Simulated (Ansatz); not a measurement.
Crystal: TaV.

```
Ta V
1.0
     1.60670   -2.30777    0.00000
     1.60670    2.30777    0.00000
     0.00000    0.00000    4.34136
Ta V
1 1
Cartesian
  0.0000 0.0000 0.0000
  1.6067 0.0000 2.1707
```

The cell comes from a database or a generator and needn't be the stable form of this composition.

Base run:

| Quantity | Value |
| --- | --- |
| Program | Ansatz 0.2.0 |
| Functional | PBE |
| Potentials or basis | Ansatz PAW |
| Cutoff | 420 eV (not typed: the program's choice for these potentials) |
| k mesh | 8 × 8 × 5 |
| Occupations | fermi-dirac, width 0.05 eV |
| Spin | collinear spin, ferromagnetic start |
| Starting moments | [0.0, 1.5] μB |
| Fixed moment | 1.5 μB |

Its results: pressure 2.7 GPa; site moments Ta +0.14; V +0.99 μB.

**Question.** The run is repeated on the same cell with these changes: fixed moment from 1.5 μB to 2.5 μB; moments at the start from [0.0, 1.5] to [0.0, 2.5]. What comes out?

**Answer.** Pressure 7.9 GPa; site moments Ta +0.29; V +1.60 μB.

Caveats: the total moment is fixed, so each spin has its own Fermi level; the thresholds are loose for stress.
